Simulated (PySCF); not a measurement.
# C₄H₇F₃OSi: runs on many settings, part 2 of 2

PySCF 2.14.0. Atoms count from 0.

## Step 4: Shielding tensors: PBE0/pcSseg-1

Job settings and geometry (Å):

```
{"job": {"kind": "nmr", "xc": "PBE0", "basis": "pcSseg-1", "pop": false}, "charge": 0, "multiplicity": 1}
F      2.360126    -1.524883    -0.100883
C      1.858066    -0.321059     0.242692
F      1.791133    -0.326058     1.585695
F      2.807346     0.577516    -0.078906
C      0.547992    -0.015964    -0.409513
C     -0.532564    -1.027796    -0.021769
C     -1.877286    -0.325200    -0.216143
O     -1.756537     1.027081     0.174654
Si    -0.248319     1.643304     0.151584
H      0.725009    -0.031943    -1.487238
H     -0.416594    -1.280168     1.034284
H     -0.481728    -1.946165    -0.606630
H     -2.664182    -0.780264     0.389591
H     -2.180781    -0.354583    -1.267730
H      0.152653     2.045499     1.489641
H     -0.091933     2.649627    -0.890740
```

Method: GIAO PBE0/pcSseg-1 NMR shielding, non-relativistic, gas phase.

The log of the run:

```text
coarse grid: 14656 points
cycle   1  E = -819.9269120617  dE =  1.446e+00  |g| = 1.068e+00  |ddm| = 3.581e+00
cycle   2  E = -819.6782594372  dE =  2.487e-01  |g| = 1.640e+00  |ddm| = 1.933e+00
cycle   3  E = -820.1193930779  dE = -4.411e-01  |g| = 1.221e-01  |ddm| = 1.382e+00
cycle   4  E = -820.1216861738  dE = -2.293e-03  |g| = 6.471e-02  |ddm| = 1.510e-01
cycle   5  E = -820.1224778226  dE = -7.916e-04  |g| = 1.019e-02  |ddm| = 5.359e-02
cycle   6  E = -820.1224921860  dE = -1.436e-05  |g| = 3.871e-03  |ddm| = 8.380e-03
cycle   7  E = -820.1224950948  dE = -2.909e-06  |g| = 5.035e-04  |ddm| = 3.173e-03
final grid: 140384 points
cycle   8  E = -820.2046737293  dE = -4.369e-05  |g| = 1.083e-02  |ddm| = 2.759e-02
cycle   9  E = -820.2046485330  dE =  2.520e-05  |g| = 1.606e-02  |ddm| = 1.859e-02
cycle  10  E = -820.2046966974  dE = -4.816e-05  |g| = 1.117e-03  |ddm| = 1.162e-02
cycle  11  E = -820.2046969421  dE = -2.447e-07  |g| = 3.181e-04  |ddm| = 1.329e-03
cycle  12  E = -820.2046969611  dE = -1.893e-08  |g| = 9.063e-05  |ddm| = 3.265e-04
cycle  13  E = -820.2046969622  dE = -1.115e-09  |g| = 2.775e-05  |ddm| = 7.250e-05
cycle  14  E = -820.2046969623  dE = -1.271e-10  |g| = 6.423e-06  |ddm| = 2.188e-05
converged SCF energy = -820.2046969623

GIAO shielding tensors (ppm)
atom      isotropic    diamagn.    paramagn.     s11        s22        s33       span
  0 F      244.076     473.605    -229.530    149.724    241.952    340.551    190.826
  1 C       48.929     241.801    -192.872     39.725     46.524     60.538     20.814
  2 F      260.865     475.316    -214.451    174.494    264.577    343.525    169.031
  3 F      241.121     473.040    -231.920    147.819    234.751    340.792    192.973
  4 C      150.795     256.982    -106.186    126.630    150.800    174.956     48.326
  5 C      156.297     250.242     -93.945    133.070    165.087    170.734     37.664
  6 C      114.045     243.580    -129.534     69.253    109.371    163.512     94.259
  7 O      303.423     396.016     -92.592    248.725    287.265    374.280    125.555
  8 Si     354.228     880.095    -525.867    309.445    327.687    425.553    116.108
  9 H       29.424      32.428      -3.004     26.039     27.977     34.257      8.219
 10 H       29.568      31.825      -2.257     24.436     29.709     34.559     10.123
 11 H       29.580      30.772      -1.193     24.760     27.733     36.246     11.487
 12 H       27.080      28.116      -1.036     22.026     26.112     33.101     11.075
 13 H       27.643      29.380      -1.737     22.233     26.587     34.109     11.876
 14 H       26.693      29.362      -2.670     22.991     25.267     31.820      8.829
 15 H       26.707      29.170      -2.464     22.997     24.595     32.529      9.531
```

Wall time 56 s (1 thread, shared host).

The references, computed at this level on geometries of the same kind, shield at (ppm): 1H TMS 31.72, 13C TMS 186.9, 29Si TMS 349.2, 19F CFCl3 170.9, 17O H2O 336.1. Their shielding less the atom's gives the shift. The references are single molecules in the gas phase, so shifts against H2O, NH3, PH3, H3PO4 or CFCl3 are not on the usual liquid scales and can be off by tens of ppm. Atoms listed in one row are averaged.

| atoms | environment | σ (ppm) | δ (ppm) | δ scaled to CDCl3 |
| --- | --- | --- | --- | --- |
| C1 | CF3 carbon | 48.9 | 138.0 | 132.8 |
| C6 | sp3 CH2 bonded to O | 114.0 | 72.9 | 69.2 |
| C4 | sp3 CH bonded to Si | 150.8 | 36.1 | 33.3 |
| C5 | sp3 CH2 in a ring | 156.3 | 30.6 | 28.0 |
| H14 | hydrogen on a silicon bonded to C, O, in a 5-membered ring | 26.69 | 5.02 | – |
| H15 | hydrogen on a silicon bonded to C, O, in a 5-membered ring | 26.71 | 5.01 | – |
| H12 | hydrogen on an sp3 CH2 bonded to O | 27.08 | 4.64 | 4.48 |
| H13 | hydrogen on an sp3 CH2 bonded to O | 27.64 | 4.07 | 3.95 |
| H9 | hydrogen on an sp3 CH bonded to Si | 29.42 | 2.29 | 2.27 |
| H10 | hydrogen on an sp3 CH2 in a ring | 29.57 | 2.15 | 2.13 |
| H11 | hydrogen on an sp3 CH2 in a ring | 29.58 | 2.14 | 2.12 |
| F0, F2, F3 | fluorine of a CF3 group | 248.7 | -77.7 | – |
| O7 | oxygen bonded to C, Si, in a 5-membered ring | 303.4 | 32.7 | – |
| Si8 | silicon bonded to C, O, 2 H, in a 5-membered ring | 354.2 | -5.1 | – |

The scaled column applies a straight-line fit of computed shieldings to shifts measured in CDCl3, and one for carbons that bear F (root-mean-square error 0.16 ppm for H, 1.9 ppm for C).

Ring of atoms C4, C5, C6, O7, Si8: NICS(0) -6.2, NICS(1) -3.3, NICS(1)zz -3.6 ppm (means of both faces).

## Step 5: Nuclear shieldings: PW91/pcSseg-1

Settings changed since step 4:

```diff
@@ -1,2 +1,2 @@
-{"job": {"kind": "nmr", "xc": "PBE0", "basis": "pcSseg-1", "pop": false}, "charge": 0, "multiplicity": 1}
+{"job": {"kind": "nmr", "xc": "PW91", "basis": "pcSseg-1", "pop": true, "scf": {"guess": "atom"}, "grid": 4}, "charge": 0, "multiplicity": 1}
 F      2.360126    -1.524883    -0.100883
```

With the program's defaults for keys left out, this is: GIAO PW91/pcSseg-1 NMR shielding, non-relativistic, gas phase.

The log of the run:

```text
final grid: 368080 points
cycle   1  E = -820.1789216883  dE =  2.302e+00  |g| = 1.573e+00  |ddm| = 3.888e+00
cycle   2  E = -818.7350971213  dE =  1.444e+00  |g| = 2.925e+00  |ddm| = 6.301e+00
cycle   3  E = -820.6385807749  dE = -1.903e+00  |g| = 5.393e-01  |ddm| = 5.791e+00
cycle   4  E = -820.6850021772  dE = -4.642e-02  |g| = 2.512e-01  |ddm| = 7.080e-01
cycle   5  E = -820.6958114325  dE = -1.081e-02  |g| = 6.848e-02  |ddm| = 2.546e-01
cycle   6  E = -820.6968544416  dE = -1.043e-03  |g| = 2.087e-02  |ddm| = 8.263e-02
cycle   7  E = -820.6969222299  dE = -6.779e-05  |g| = 5.700e-03  |ddm| = 1.841e-02
cycle   8  E = -820.6969276217  dE = -5.392e-06  |g| = 2.061e-03  |ddm| = 5.411e-03
cycle   9  E = -820.6969283870  dE = -7.653e-07  |g| = 4.824e-04  |ddm| = 2.025e-03
cycle  10  E = -820.6969284270  dE = -3.994e-08  |g| = 2.075e-04  |ddm| = 5.221e-04
cycle  11  E = -820.6969284348  dE = -7.862e-09  |g| = 6.493e-05  |ddm| = 1.943e-04
cycle  12  E = -820.6969284356  dE = -7.867e-10  |g| = 1.967e-05  |ddm| = 6.086e-05
converged SCF energy = -820.6969284356

GIAO shielding tensors (ppm)
atom      isotropic    diamagn.    paramagn.     s11        s22        s33       span
  0 F      226.114     474.152    -248.039    132.154    223.789    322.399    190.245
  1 C       37.694     242.828    -205.133     29.787     36.839     46.457     16.669
  2 F      244.976     475.992    -231.016    159.828    248.284    326.818    166.991
  3 F      222.354     473.583    -251.230    128.831    215.149    323.080    194.249
  4 C      142.214     256.647    -114.432    116.767    142.997    166.879     50.111
  5 C      148.415     250.455    -102.040    124.327    158.032    162.887     38.560
  6 C      104.609     244.487    -139.878     57.556     99.764    156.507     98.951
  7 O      288.729     396.052    -107.323    227.282    272.694    366.210    138.928
  8 Si     335.364     881.431    -546.067    284.153    308.381    413.558    129.404
  9 H       29.257      32.631      -3.374     26.253     28.001     33.516      7.263
 10 H       29.479      32.081      -2.602     24.591     29.746     34.100      9.509
 11 H       29.464      30.858      -1.394     25.017     27.779     35.595     10.578
 12 H       26.880      28.173      -1.293     21.978     26.146     32.516     10.538
 13 H       27.413      29.510      -2.098     22.039     26.527     33.672     11.633
 14 H       26.431      29.614      -3.183     22.841     24.978     31.473      8.632
 15 H       26.441      29.354      -2.913     22.810     24.397     32.116      9.306
```

It took 2.5 min on 1 thread, shared host.

Key values: δ C1 143.8, C6 76.9, C4 39.3, C5 33.1, H14 5.22, H15 5.21 ppm.

## Step 6: Indirect couplings: BP86/6-31G* in benzene

Settings changed since step 5:

```diff
@@ -1,2 +1,2 @@
-{"job": {"kind": "nmr", "xc": "PW91", "basis": "pcSseg-1", "pop": true, "scf": {"guess": "atom"}, "grid": 4}, "charge": 0, "multiplicity": 1}
+{"job": {"kind": "j", "xc": "BP86", "basis": "6-31G*", "solvent": "benzene", "scf": {"guess": "sap"}}, "charge": 0, "multiplicity": 1}
 F      2.360126    -1.524883    -0.100883
```

With the program's defaults for keys left out, this is: BP86/6-31G* indirect spin-spin coupling, non-relativistic, IEF-PCM benzene.

The log of the run:

```text
final grid: 140384 points
cycle   1  E = -799.7919031364  dE =  1.628e+01  |g| = 6.472e+00  |ddm| = 2.187e+01
cycle   2  E = -696.6617306981  dE =  1.031e+02  |g| = 1.791e+01  |ddm| = 3.091e+01
cycle   3  E = -799.9918349637  dE = -1.033e+02  |g| = 8.756e+00  |ddm| = 2.165e+01
cycle   4  E = -812.6332948199  dE = -1.264e+01  |g| = 5.646e+00  |ddm| = 1.016e+01
cycle   5  E = -815.8941141343  dE = -3.261e+00  |g| = 4.201e+00  |ddm| = 9.493e+00
cycle   6  E = -820.4944168477  dE = -4.600e+00  |g| = 1.399e+00  |ddm| = 7.411e+00
cycle   7  E = -820.5814081707  dE = -8.699e-02  |g| = 1.341e+00  |ddm| = 2.176e+00
cycle   8  E = -820.8963530229  dE = -3.149e-01  |g| = 1.998e-01  |ddm| = 1.180e+00
cycle   9  E = -820.9009883765  dE = -4.635e-03  |g| = 1.367e-01  |ddm| = 2.717e-01
cycle  10  E = -820.9053567484  dE = -4.368e-03  |g| = 3.676e-02  |ddm| = 1.737e-01
cycle  11  E = -820.9055741779  dE = -2.174e-04  |g| = 1.909e-02  |ddm| = 4.814e-02
cycle  12  E = -820.9056621773  dE = -8.800e-05  |g| = 3.493e-03  |ddm| = 2.022e-02
cycle  13  E = -820.9056643365  dE = -2.159e-06  |g| = 1.093e-03  |ddm| = 3.731e-03
cycle  14  E = -820.9056645638  dE = -2.273e-07  |g| = 5.085e-04  |ddm| = 1.317e-03
cycle  15  E = -820.9056645989  dE = -3.506e-08  |g| = 1.306e-04  |ddm| = 4.681e-04
cycle  16  E = -820.9056645994  dE = -5.477e-10  |g| = 1.199e-04  |ddm| = 2.081e-04
cycle  17  E = -820.9056646022  dE = -2.748e-09  |g| = 1.984e-05  |ddm| = 1.100e-04
cycle  18  E = -820.9056646022  dE = -6.162e-11  |g| = 9.471e-06  |ddm| = 2.597e-05
converged SCF energy = -820.9056646022

Indirect spin-spin couplings (Hz)
  i      j    bonds     total        FC       PSO       DSO        SD
  0 F    1 C    1   -305.220  -285.419   -27.330     1.594     5.935
  0 F    2 F    2     69.885    66.841   -38.375     0.126    41.293
  0 F    3 F    2     81.086    66.005   -27.823     0.051    42.854
  0 F    4 C    2     18.690    20.904    -3.450     0.177     1.059
  0 F    5 C    3     -0.684    -0.203    -0.669     0.176     0.012
  0 F    7 O    4     -0.490    -0.235    -0.135     0.137    -0.256
  0 F    8 Si   3     -6.885    -5.557    -0.686     0.188    -0.830
  0 F    9 H    3      1.385     1.688    -0.419     0.496    -0.380
  0 F   10 H    4      0.332     0.105    -0.048     0.481    -0.205
  0 F   11 H    4      0.157     0.358    -1.020     0.942    -0.123
  0 F   12 H    5     -0.378    -0.092     0.513    -0.760    -0.039
  0 F   13 H    5     -0.310     0.033     0.293    -0.581    -0.055
  0 F   14 H    4     -0.573     0.309     0.216    -1.080    -0.018
  0 F   15 H    4      1.299     1.894     0.439    -1.026    -0.008
  1 C    2 F    1   -294.991  -275.026   -27.552     1.634     5.953
  1 C    3 F    1   -291.553  -273.288   -26.163     1.601     6.297
  1 C    8 Si   2     -1.367    -1.320    -0.030    -0.073     0.056
  1 C    9 H    2     -4.090    -4.219    -0.408     0.537         -
  1 C   10 H    3      4.211     4.030    -0.338     0.518         -
  1 C   11 H    3      0.340     0.279    -0.118     0.179         -
  1 C   12 H    4      0.511     0.543     0.136    -0.168         -
  1 C   13 H    4     -0.462    -0.468     0.133    -0.127         -
  1 C   14 H    3     -0.014    -0.103    -0.161     0.249         -
  1 C   15 H    3      0.583     0.649    -0.029    -0.036         -
  2 F    3 F    2     84.738    61.842   -20.168     0.128    42.937
  2 F    4 C    2     33.536    36.323    -3.600     0.214     0.598
  2 F    5 C    3      0.888     1.516    -0.804     0.188    -0.012
  2 F    6 C    4     -0.272    -0.135    -0.015    -0.091    -0.031
  2 F    7 O    4      0.262     0.106     0.053     0.048     0.055
  2 F    8 Si   3     -4.741    -5.142     0.506    -0.118     0.013
  2 F    9 H    3     15.480    17.412    -0.196    -1.804     0.068
  2 F   10 H    4      0.910     0.747    -1.597     2.069    -0.310
  2 F   11 H    4     -0.295    -0.050     0.528    -0.589    -0.184
  2 F   13 H    5      0.601     1.143     0.532    -1.023    -0.050
  2 F   14 H    4      3.375     2.763    -0.831     1.421     0.023
  2 F   15 H    4      0.623     1.336     0.374    -1.010    -0.077
  3 F    4 C    2     36.665    40.787    -4.777     0.213     0.442
  3 F    5 C    3      6.320     5.942     0.134    -0.259     0.503
  3 F    6 C    4     -0.235    -0.096     0.084    -0.240     0.017
  3 F    8 Si   3     -1.641    -1.440    -0.051    -0.104    -0.046
  3 F    9 H    3     -0.711     0.128    -0.961     0.581    -0.460
  3 F   10 H    4     -2.581    -1.226    -0.078    -1.186    -0.092
  3 F   11 H    4     -0.719    -0.045     0.544    -1.159    -0.059
  3 F   12 H    5      2.156     2.611     0.667    -1.148     0.027
  3 F   13 H    5     -0.432    -0.104     0.479    -0.841     0.033
  3 F   14 H    4      0.345     0.179    -0.091     0.371    -0.113
  3 F   15 H    4     -0.179     0.006    -0.400     0.258    -0.043
  4 C    8 Si   1    -50.823   -50.698     1.187    -0.167    -1.145
  4 C    9 H    1    143.987   141.833     0.645     1.509         -
  4 C   10 H    2     -1.824    -2.001    -0.072     0.249         -
  4 C   11 H    2     -2.340    -2.435    -0.027     0.122         -
  4 C   12 H    3      5.527     5.630     0.202    -0.305         -
  4 C   13 H    3      0.971     0.862    -0.016     0.126         -
  4 C   14 H    2      2.926     3.168    -0.199    -0.042         -
  4 C   15 H    2      6.119     6.345    -0.242     0.016         -
  5 C    8 Si   2     -2.681    -2.899     0.215    -0.031     0.034
  5 C    9 H    2     -2.454    -2.532    -0.049     0.127         -
  5 C   10 H    1    145.405   143.691     0.483     1.231         -
  5 C   11 H    1    144.941   143.322     0.499     1.121         -
  5 C   12 H    2      0.476     0.505    -0.005    -0.024         -
  5 C   13 H    2     -0.100    -0.045    -0.066     0.012         -
  5 C   14 H    3     -0.168    -0.056     0.021    -0.133         -
  5 C   15 H    3      0.561     0.776     0.129    -0.344         -
  6 C    8 Si   2     -1.406    -1.947     0.535     0.019    -0.012
  6 C    9 H    3      0.022     0.039    -0.076     0.059         -
  6 C   10 H    2     -3.639    -3.578    -0.167     0.105         -
  6 C   11 H    2      1.978     1.899     0.054     0.025         -
  6 C   12 H    1    153.906   152.960    -0.143     1.090         -
  6 C   13 H    1    151.285   150.271    -0.113     1.128         -
  6 C   14 H    3      2.072     2.340     0.097    -0.366         -
  6 C   15 H    3      1.987     2.251     0.074    -0.338         -
  7 O    8 Si   1    -17.009   -11.575    -6.058     0.068     0.556
  7 O    9 H    3      0.124     0.052    -0.005     0.077         -
  7 O   10 H    3     -0.011     0.050    -0.044    -0.017         -
  7 O   11 H    3     -3.212    -3.431     0.003     0.216         -
  7 O   12 H    2     -8.333    -7.804    -0.530     0.002         -
  7 O   13 H    2     -4.511    -4.047    -0.468     0.005         -
  7 O   14 H    2     -8.560    -8.726     0.050     0.117         -
  7 O   15 H    2     -7.572    -7.756     0.040     0.145         -
  8 Si   9 H    2      4.416     4.077     0.458    -0.052    -0.067
  8 Si  10 H    3      0.059    -0.188     0.196    -0.016     0.066
  8 Si  11 H    3     -7.276    -7.486    -0.109     0.280     0.040
  8 Si  12 H    3     -8.333    -8.525    -0.110     0.357    -0.055
  8 Si  13 H    3      0.425     0.035     0.174     0.178     0.038
  8 Si  14 H    1   -204.011  -204.271     1.408    -0.468    -0.680
  8 Si  15 H    1   -192.538  -192.822     1.348    -0.433    -0.631
  9 H   10 H    3     10.471    11.259     1.307    -2.095         -
  9 H   11 H    3      6.782     6.576    -0.556     0.762         -
  9 H   12 H    4     -1.098    -0.499     0.970    -1.569         -
  9 H   13 H    4      0.240    -0.097    -0.632     0.970         -
  9 H   14 H    3      2.007     3.349     0.594    -1.936         -
  9 H   15 H    3      2.492     2.296    -0.566     0.762         -
 10 H   11 H    2    -13.709   -13.166     0.855    -1.398         -
 10 H   12 H    3      6.896     6.781    -0.528     0.642         -
 10 H   13 H    3      9.463    10.417     1.344    -2.298         -
 10 H   15 H    4     -1.264    -0.080     0.639    -1.823         -
 11 H   12 H    3     -0.180     0.188     0.335    -0.703         -
 11 H   13 H    3      3.686     3.623    -0.353     0.416         -
 11 H   14 H    4     -1.324    -0.536     0.797    -1.585         -
 11 H   15 H    4     -0.841    -0.114     0.638    -1.365         -
 12 H   13 H    2    -10.392    -9.583     1.053    -1.862         -
 12 H   14 H    4     -0.898    -0.286     0.477    -1.089         -
 12 H   15 H    4     -0.474     0.514     0.870    -1.858         -
 13 H   14 H    4     -0.515     0.673     0.829    -2.017         -
 13 H   15 H    4     -0.260     0.067     0.039    -0.366         -
 14 H   15 H    2     23.639    25.801     0.000    -2.163         -
```

Wall time 54 s (1 thread, shared host).

This basis has no tight s functions, so the Fermi-contact terms are rough.

Key values: J(F0,C1) -297.3 Hz, J(Si8,H14) -204.0 Hz, J(Si8,H15) -192.5 Hz (means over like pairs).

## Step 7: Run by run: spin-spin couplings

Couplings (Hz), each a mean over the pairs like the one named, with basis size and wall time:

| run | F0–C1 | Si8–H14 | Si8–H15 | C6–H12 | C6–H13 | C4–H9 | C5–H11 | functions | time |
| --- | --- | --- | --- | --- | --- | --- | --- | --- | --- |
| KT3/6-31++G** | -256.0 | -224.5 | -211.5 | 169.7 | 163.1 | 156.7 | 155.9 | 208 | 93 s |
| PBE0/IGLO-II | -352.2 | -222.9 | -211.7 | 138.8 | 132.7 | 121.2 | 127.4 | 253 | 2.4 min |
| BP86/6-31G* in benzene | -297.3 | -204.0 | -192.5 | 153.9 | 151.3 | 144.0 | 144.9 | 144 | 54 s |

## Step 8: Comparing the runs: NMR shifts

Shifts (ppm) of some atoms, chosen among heavy atoms and hydrogens apart, means over like atoms, with basis size and wall time:

| run | C1 | C6 | C4 | H14 | H15 | F0 | O7 | functions | time |
| --- | --- | --- | --- | --- | --- | --- | --- | --- | --- |
| PBE0/pcSseg-1 | 138.0 | 72.9 | 36.1 | 5.02 | 5.01 | -77.7 | 32.7 | 195 | 56 s |
| PW91/pcSseg-1 | 143.8 | 76.9 | 39.3 | 5.22 | 5.21 | -93.7 | 47.4 | 195 | 2.5 min |

## Step 9: Outcome

This closing draws on all 2 parts.

```
                                                                 quantity                                         value
                            largest coupling of the table (KT3/6-31++G**)                      1J(F,C) F0–C1, -256.0 Hz
                                   13C shifts against TMS (PBE0/pcSseg-1)                   138.0, 72.9, 36.1, 30.6 ppm
                                    1H shifts against TMS (PBE0/pcSseg-1)  5.02, 5.01, 4.64, 4.07, 2.29, 2.15, 2.14 ppm
19F shifts against CFCl3 (PBE0/pcSseg-1, means over atoms taken as alike)                                     -77.7 ppm
                                   17O shifts against H2O (PBE0/pcSseg-1)                                      32.7 ppm
                                  29Si shifts against TMS (PBE0/pcSseg-1)                                      -5.1 ppm
                                  range of J(F0,C1), mean over like pairs                           -352.2 to -256.0 Hz
                                                 range of the shift of F0                            -93.7 to -77.7 ppm
```

**Reading.** Single values in the summary come from the first run of each kind that ended normally (KT3/6-31++G**; PBE0/pcSseg-1), which need not be the best level. Of the pairs tabulated at KT3/6-31++G**, F0–C1 (mean over like pairs) couples most strongly (-256.0 Hz; Fermi contact -235.8 Hz). Couplings across rotatable bonds belong to this one conformer; where others are populated, the observed values are averages. Density functionals describe couplings to fluorine poorly, F–F couplings above all, so those rows are rough. At PBE0/pcSseg-1: The widest tensor belongs to F0, F2, F3: span 184 ppm, with a paramagnetic part of -225 ppm. The coupling F0–C1, as a mean over pairs of its kind, runs from -352.2 Hz (PBE0/IGLO-II) to -256.0 Hz (KT3/6-31++G**). Across the 2 runs the shift of F0 (with its like atoms) moves most, between -93.7 (PW91/pcSseg-1) and -77.7 ppm (PBE0/pcSseg-1). Couplings from bases without tight functions are rough.
